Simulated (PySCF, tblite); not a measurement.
# C8H14OSi: geometry, infrared bands and NMR shifts

Wanted: the infrared bands and NMR shifts of C8H14OSi (`C=CC[C@@H]1C[SiH2]C(=C)CO1`), by calculation.

Computed with tblite 0.8.0 and PySCF 2.14.0, with density-fitted response routines of our own, on a single molecule in the gas phase. Atoms are numbered from 0 throughout.

## 1. The molecule as given

24 atoms, charge 0, multiplicity 1; geometry from: force field or distance geometry start.

Bonds of the start (Å): C0–C1 1.32, C1–C2 1.52, C2–C3 1.54, C3–C4 1.54, C4–Si5 1.87, Si5–C6 1.87, C6–C7 1.35, C6–C8 1.50, C8–O9 1.44, O9–C3 1.44, C0–H10 1.09, C0–H11 1.09, C1–H12 1.10, C2–H13 1.10, C2–H14 1.09, C3–H15 1.08, C4–H16 1.09, C4–H17 1.09, Si5–H18 1.48, Si5–H19 1.49, C7–H20 1.09, C7–H21 1.08, C8–H22 1.09, C8–H23 1.09.

## 2. Relaxing the molecule with GFN2-xTB

What the job is given:

```
{"job": {"kind": "relax", "xc": "GFN2-xTB", "basis": "xTB"}, "charge": 0, "multiplicity": 1}
C     -3.959400     0.768900    -0.482600
C     -2.859800     0.686300     0.247200
C     -1.962000    -0.540100     0.323000
C     -0.538600    -0.226300    -0.165500
C      0.264500    -1.540900    -0.251100
Si     2.048800    -1.197600    -0.713500
C      2.434000     0.377900     0.215800
C      3.637800     0.646100     0.771000
C      1.252100     1.299700     0.317900
O      0.081700     0.627200     0.817900
H     -4.315600    -0.051600    -1.103200
H     -4.567500     1.676500    -0.474200
H     -2.557500     1.531200     0.879600
H     -2.396800    -1.342800    -0.290800
H     -1.956600    -0.873400     1.362800
H     -0.587600     0.276900    -1.117600
H     -0.184200    -2.213800    -0.987600
H      0.263000    -2.053000     0.713300
H      2.175900    -0.941100    -2.162800
H      2.954100    -2.308800    -0.297600
H      3.805000     1.570100     1.318400
H      4.469000    -0.044500     0.697800
H      1.034900     1.787600    -0.634500
H      1.453200     2.105500     1.023800
```

Launch:

```console
> OMP_NUM_THREADS=1 python probes_run.py task.json out
```

This one command runs all jobs of the session in turn.

**Question.** This job is followed by: GFN2-xTB harmonic vibrations, gas phase; GIAO PBE0/pcSseg-1 NMR shielding, non-relativistic, gas phase. What will the session give for the following? strongest single infrared mode (GFN2-xTB); zero-point energy (GFN2-xTB); ¹³C shifts against TMS (PBE0/pcSseg-1); ¹H shifts against TMS (PBE0/pcSseg-1); ²⁹Si shifts against TMS (PBE0/pcSseg-1); ¹⁷O shifts against H2O (PBE0/pcSseg-1).

As calculated:

```
                                 quantity                                                                                   value
strongest single infrared mode (GFN2-xTB)                                                                   2262 cm⁻¹, 346 km/mol
             zero-point energy (GFN2-xTB)                                                                          121.9 kcal/mol
   ¹³C shifts against TMS (PBE0/pcSseg-1)                                  149.7, 147.5, 133.3, 120.4, 83.5, 81.7, 51.6, 19.6 ppm
    ¹H shifts against TMS (PBE0/pcSseg-1)  6.62, 6.00, 5.73, 5.33, 5.29, 4.59, 4.56, 4.42, 4.29, 3.22, 2.53, 1.91, 1.05, 0.80 ppm
  ²⁹Si shifts against TMS (PBE0/pcSseg-1)                                                                               -56.0 ppm
   ¹⁷O shifts against H2O (PBE0/pcSseg-1)                                                                                75.5 ppm
```

In words: Relaxing lowered the energy by 0.171 eV in 44 steps; the close pair that moved most is C8–O9, from 1.439 to 1.408 Å. No mode is imaginary among the 66: a minimum at this level. The strongest single mode, at 2262 cm⁻¹, moves mainly H19. Unscaled tight-binding wavenumbers are off by several per cent, some by more. Its intensities can rank the bands wrongly. H12 (hydrogen on an alkene CH) lies farthest downfield among hydrogen, at 6.62 ppm; attached to an sp2 carbon and in the plane of the double bond.
